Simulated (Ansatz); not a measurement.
# Mg4Se: the cost of one run

Program: Ansatz 0.2.0. Level of theory: DFT PBE, scalar-relativistic, plane waves, PAW. These are calculated values, not measurements.

## Step 1: The system as given

Symmetry: P6/mmm, No. 191, hexagonal system. The conventional cell has a = 4.556 Å, b = 4.556 Å, c = 6.393 Å, α = 90.00°, β = 90.00°, γ = 120.00°. Mg (site symmetry -6m2) has 9 Mg at 2.63 to 2.83 Å as nearest neighbours. Mg (site symmetry 6mm) is surrounded by 1 Mg at 2.11 Å and 1 Se at 2.14 Å. Se (site symmetry 6/mmm) has 2 Mg at 2.14 Å as nearest neighbours.

Coordinates:

```xyz
5
Lattice="4.5564 0.0000 0.0000 -2.2782 3.9460 0.0000 0.0000 0.0000 6.3933" Properties=species:S:1:pos:R:3 pbc="T T T"
Mg    0.0000    2.6307    0.0000
Mg    2.2782    1.3153    0.0000
Mg    0.0000    0.0000    5.3403
Mg    0.0000    0.0000    1.0530
Se    0.0000    0.0000    3.1966
```

Recipe of the guess: random cell by space group and Wyckoff sites (P6/mmm, No. 191). Its size is a rough estimate.

## Step 2: A first look at the guess

Input file input.yaml:

```yaml
crystal:
  lattice:
    - [4.5564401, 0.0, 0.0]
    - [-2.27822005, 3.94599288, 0.0]
    - [0.0, 0.0, 6.39325581]
  atoms:
    - { symbol: Mg, position: [0.33333333, 0.66666667, 0.0] }
    - { symbol: Mg, position: [0.66666667, 0.33333333, 0.0] }
    - { symbol: Mg, position: [0.0, 0.0, 0.83529451] }
    - { symbol: Mg, position: [0.0, 0.0, 0.16470549] }
    - { symbol: Se, position: [0.0, 0.0, 0.5] }
basis:
  ecutwfc: 420
kpoints:
  mp_grid: { grid: [6, 6, 4] }
hamiltonian:
  xc: pbe
scf:
  occupations: { method: gaussian, width: 0.1 }
  lower_state_search: "off"
output:
  forces: true
  stress: true
  eigenvalues: true
```

Started as:

```console
$ ansatz run input.yaml --threads 1 --pin off --max-ram 2560MiB --backend cpu --events-out ev --progress --plain --runs-dir out
```

What time and memory should one allow on 1 thread of Arm Neoverse V2, shared host?

About 4.3 s, with a peak of 0.36 GiB.
